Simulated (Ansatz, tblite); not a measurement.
# The cluster In11As12H32+: rung by rung

One table from this session's results is given with a row withheld; the runs are named, their logs left out.

The runs use Ansatz 0.2.0, Gaussian basis; as each input shows.

Plan: GFN1-xTB, GFN2-xTB, PBE-D4/def2-TZVP, r2SCAN-D4/def2-TZVP, r2SCANh-D4/def2-TZVP, PBE-D4/def2-SVP, PBE0-D4/def2-SVP, MP2/def2-SVP.

2 further runs of the same task are left out: 1 for a known fault of the program, 1 set aside as unsound or not needed. Runs told in other sessions of the task aren't counted.

### The relaxed structure

The geometry is that of the singlet, from an earlier relaxation (r2SCAN-D4/def2-SVP).

55 atoms, charge 1, spin multiplicity 1.

Bond lengths: In1–As13 2.745 Å, In1–As14 2.729 Å, In1–H24 1.716 Å, In1–H25 1.720 Å, In2–As12 2.755 Å, In2–As16 2.752 Å, In2–H26 1.713 Å, In2–H27 1.711 Å, In3–As15 2.740 Å, In3–As17 2.718 Å, In3–H28 1.713 Å, In3–H29 1.735 Å, In4–As13 2.632 Å, In4–As18 2.692 Å, In4–As19 2.711 Å, In4–H30 1.716 Å, In5–As15 2.645 Å, In5–As18 2.724 Å and more. Angles: As13–In1–As14 94.2°, As13–In1–H24 106.0°, As13–In1–H25 104.5°, As14–In1–H24 107.2°, As14–In1–H25 105.3°, H24–In1–H25 133.0°, As12–In2–As16 96.6°, As12–In2–H26 103.7°, As12–In2–H27 104.6°, As16–In2–H26 104.0°, As16–In2–H27 104.7°, H26–In2–H27 136.6°, As15–In3–As17 93.0°, As15–In3–H28 108.6°, As15–In3–H29 102.4°, As17–In3–H28 111.1°, As17–In3–H29 103.3°, H28–In3–H29 131.6° and more.

In takes a core potential in the def2 sets. No spin-orbit coupling is included. The ion is computed in the gas phase, without counter-ions or solvent.

PBE0-D4/def2-TZVP was run before; its log isn't repeated, and its numbers join the tables.

The first run:

Tight binding, by tblite at 300 K electronic temperature and without a spin-polarisation term:

```python
tblite.interface.Calculator('GFN1-xTB', numbers, positions, charge=1, uhf=0).singlepoint()
```

Tight binding, by tblite at 300 K electronic temperature and without a spin-polarisation term:

```python
tblite.interface.Calculator('GFN2-xTB', numbers, positions, charge=1, uhf=0).singlepoint()
```

start.molden holds the orbitals of an earlier run on this state, given as this run's starting guess.

The input, in.yaml:

```yaml
crystal:
  periodic: [false, false, false]
  atoms:
    - {symbol: In, position_ang: [-5.282653, 1.734339, -0.576545]}
    - {symbol: In, position_ang: [-2.669803, -3.773590, 3.156141]}
    - {symbol: In, position_ang: [1.045083, -4.495003, -0.665623]}
    - {symbol: In, position_ang: [-2.096398, 2.138230, -3.876516]}
    - {symbol: In, position_ang: [1.396600, -1.275985, -3.991691]}
    - {symbol: In, position_ang: [-1.672564, -1.043215, -0.889957]}
    - {symbol: In, position_ang: [-1.518725, 1.721196, 2.708373]}
    - {symbol: In, position_ang: [1.417681, -1.260004, 1.923797]}
    - {symbol: In, position_ang: [1.412087, 1.769080, -0.806566]}
    - {symbol: In, position_ang: [4.683262, -0.977414, -0.682561]}
    - {symbol: In, position_ang: [4.196172, 2.703148, 3.135352]}
    - {symbol: As, position_ang: [-3.175042, -2.540340, 0.744592]}
    - {symbol: As, position_ang: [-3.336688, 0.595981, -2.141689]}
    - {symbol: As, position_ang: [-3.509452, 2.786302, 1.210832]}
    - {symbol: As, position_ang: [-0.120278, -2.629589, -2.299409]}
    - {symbol: As, position_ang: [-0.143572, -2.743697, 3.515944]}
    - {symbol: As, position_ang: [2.854448, -2.717779, 0.313012]}
    - {symbol: As, position_ang: [-0.386873, 0.457624, -5.101815]}
    - {symbol: As, position_ang: [-0.209793, 3.300363, -2.314159]}
    - {symbol: As, position_ang: [2.850552, 0.210082, -2.342541]}
    - {symbol: As, position_ang: [-0.206595, 0.424303, 0.723132]}
    - {symbol: As, position_ang: [2.940702, 0.289836, 3.510907]}
    - {symbol: As, position_ang: [2.987042, 3.288282, 0.711142]}
    - {symbol: H, position_ang: [-5.917843, 3.041668, -1.489458]}
    - {symbol: H, position_ang: [-6.012659, 0.406095, 0.236174]}
    - {symbol: H, position_ang: [-3.635856, -2.899188, 4.267933]}
    - {symbol: H, position_ang: [-2.414338, -5.417173, 2.755516]}
    - {symbol: H, position_ang: [1.809219, -5.675829, -1.644047]}
    - {symbol: H, position_ang: [-0.110429, -4.638427, 0.621284]}
    - {symbol: H, position_ang: [-2.908169, 3.247234, -4.904028]}
    - {symbol: H, position_ang: [2.235276, -2.103750, -5.241958]}
    - {symbol: H, position_ang: [-2.218969, 0.432212, 3.621718]}
    - {symbol: H, position_ang: [-0.464512, 2.986547, 3.224300]}
    - {symbol: H, position_ang: [5.863033, -1.779673, -1.635355]}
    - {symbol: H, position_ang: [4.847582, 0.219259, 0.568404]}
    - {symbol: H, position_ang: [5.806422, 2.320958, 2.708041]}
    - {symbol: H, position_ang: [3.404419, 3.774726, 4.212136]}
    - {symbol: H, position_ang: [-3.824838, -3.547191, -0.177556]}
    - {symbol: H, position_ang: [-4.395173, -1.664295, 0.925793]}
    - {symbol: H, position_ang: [-4.060816, -0.328800, -3.101249]}
    - {symbol: H, position_ang: [-4.364803, 3.570212, 2.182071]}
    - {symbol: H, position_ang: [-2.903019, 3.999850, 0.538795]}
    - {symbol: H, position_ang: [-1.104930, -3.340259, -3.206080]}
    - {symbol: H, position_ang: [0.766021, -3.873066, 3.944833]}
    - {symbol: H, position_ang: [-0.131425, -2.000076, 4.832762]}
    - {symbol: H, position_ang: [3.622067, -3.502526, 1.360039]}
    - {symbol: H, position_ang: [-1.263315, -0.371750, -6.012316]}
    - {symbol: H, position_ang: [0.306887, 1.236800, -6.196633]}
    - {symbol: H, position_ang: [0.605368, 4.257831, -3.152002]}
    - {symbol: H, position_ang: [-0.857297, 4.331328, -1.419028]}
    - {symbol: H, position_ang: [3.571575, 1.199518, -3.234783]}
    - {symbol: H, position_ang: [2.121670, 0.421795, 4.777434]}
    - {symbol: H, position_ang: [3.973096, -0.662634, 4.074753]}
    - {symbol: H, position_ang: [2.189113, 4.564826, 0.858364]}
    - {symbol: H, position_ang: [4.011461, 3.831640, -0.260000]}
basis:
  gaussian: {orbitals: def2-TZVP, fitting: {mean_field: def2-universal-jkfit}, initial_orbitals: start.molden}
total_charge: 1
hamiltonian: {xc: pbe, dispersion: d4}
scf: {omitted_lower_state_checks: [starts]}
output: {orbitals: {seedname: orbitals}}
```

Started as:

```console
$ ansatz run in.yaml --threads 11 --pin off --events-out ev --progress --plain --max-ram 174080MiB --backend cuda --devices 0, --max-vram 75GiB
```

Steps of the session up to this table: PBE-D4/def2-TZVP; r2SCAN-D4/def2-TZVP; r2SCANh-D4/def2-TZVP; PBE-D4/def2-SVP; PBE0-D4/def2-SVP; MP2/def2-SVP.

One of the session's tables, all rows but one given; the rest of the session is left out.

It belongs to the step «Levels side by side». 

```
               level  HOMO (eV)  LUMO (eV)  gap (eV)
     PBE-D4/def2-SVP      -8.15      -5.04      3.11
    PBE-D4/def2-TZVP      -8.20      -5.10      3.10
 r2SCAN-D4/def2-TZVP      -8.42      -4.93      3.49
r2SCANh-D4/def2-TZVP      -8.75      -4.68      4.06
    PBE0-D4/def2-SVP      -9.07      -4.35      4.72
   PBE0-D4/def2-TZVP          ?          ?         ?
```

Estimate the missing values for PBE0-D4/def2-TZVP.

The run gave: HOMO (eV): -9.09; LUMO (eV): -4.40; gap (eV): 4.70. In the column «HOMO (eV)» it is the lowest.
